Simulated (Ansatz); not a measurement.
# AlClH₂OS: a ladder of functionals and wavefunction methods

The task here is to estimate one member of a computed series from the others.

Method: functionals in def2-TZVPP, the program's frozen cores in correlated methods; program: Ansatz 0.2.0, Gaussian basis.

Levels to be run: LDA (SPW92), PBE-D4, revPBE-D4, BLYP-D4, r2SCAN-D4, B97M-V, PBE0-D4, B3LYP-D4, r2SCANh-D4, r2SCAN0-D4, HSE06-D4, BHLYP-D4, CAM-B3LYP-D4, LC-ωPBE, ωB97X-V, ωB97M-V, B2PLYP, PBE-QIDH; CCSD(T)/def2-SVP; CCSD(T)/def2-TZVPP; MP2/def2-QZVPP; extrapolation to the limit; RPA on PBE.

### Structure used throughout

An earlier PBE0-D4 in a triple-zeta def2 set relaxation fixed the geometry.

SMILES `[OH][Al]([SH])[Cl]`, 6 atoms, charge 0, spin multiplicity 1.

Atoms are counted from 1 here; the program's logs count them from 0.

Bond lengths: O1–Al2 1.681 Å, O1–H5 0.956 Å, Al2–S3 2.161 Å, Al2–Cl4 2.092 Å, S3–H6 1.345 Å. Angles: Al2–O1–H5 124.1°, O1–Al2–S3 117.8°, O1–Al2–Cl4 121.5°, S3–Al2–Cl4 120.7°, Al2–S3–H6 91.8°.

The first run:

in.yaml reads:

```yaml
crystal:
  periodic: [false, false, false]
  atoms:
    - {symbol: O, position_ang: [1.083181, 1.190007, -0.697975]}
    - {symbol: Al, position_ang: [0.010866, 0.025957, -0.132988]}
    - {symbol: S, position_ang: [0.075597, -0.466031, 1.970234]}
    - {symbol: Cl, position_ang: [-1.346234, -0.923685, -1.410264]}
    - {symbol: H, position_ang: [1.132621, 1.475925, -1.608492]}
    - {symbol: H, position_ang: [-0.913931, -1.366273, 1.833285]}
basis:
  gaussian: {orbitals: def2-TZVPP}
hamiltonian: {xc: lda}
output: {orbitals: {seedname: orbitals}}
```

Among the steps run: LDA; PBE-D4 (GGA); revPBE-D4 (GGA); BLYP-D4 (GGA); r2SCAN-D4 (meta-GGA); B97M-V (meta-GGA); PBE0-D4 (hybrid); B3LYP-D4 (hybrid); r2SCANh-D4 (hybrid); r2SCAN0-D4 (hybrid); HSE06-D4 (hybrid); BHLYP-D4 (hybrid); CAM-B3LYP-D4 (range-separated); LC-ωPBE-D4 (range-separated; the results give it without D4); ωB97X-V (range-separated); ωB97M-V (range-separated); B2PLYP (double hybrid); PBE-QIDH (double hybrid).

One of the session's tables, all rows but one given; the rest of the session is left out.

It belongs to the step «Frontier levels by functional». 

| functional | HOMO (eV) | gap (eV) |
| --- | --- | --- |
| LDA (SPW92) | -6.87 | 5.04 |
| PBE-D4 | -6.74 | 5.17 |
| revPBE-D4 | -6.68 | 5.25 |
| BLYP-D4 | -6.54 | 5.04 |
| r2SCAN-D4 | -7.03 | 5.93 |
| B97M-V | -7.07 | 5.79 |
| PBE0-D4 | -7.97 | 7.25 |
| B3LYP-D4 | -7.70 | 6.69 |
| r2SCANh-D4 | ? | ? |
| r2SCAN0-D4 | -8.16 | 7.71 |
| HSE06-D4 | -7.57 | 6.47 |
| BHLYP-D4 | -9.03 | 9.07 |
| CAM-B3LYP-D4 | -9.28 | 9.45 |
| LC-ωPBE | -10.72 | 12.16 |
| ωB97X-V | -10.34 | 11.58 |
| ωB97M-V | -10.16 | 11.08 |

Estimate the missing values for r2SCANh-D4.

Worked estimate for «HOMO (eV)». Against the share of exact exchange, r2SCAN-D4 (0, -7.03), r2SCAN0-D4 (0.25, -8.16) give a slope of -4.52 per unit share; at 0.1 the line stands at -7.48.

**Answer.** HOMO (eV): -7.48; gap (eV): 6.64. In «HOMO (eV)» the line misses by 0.00.
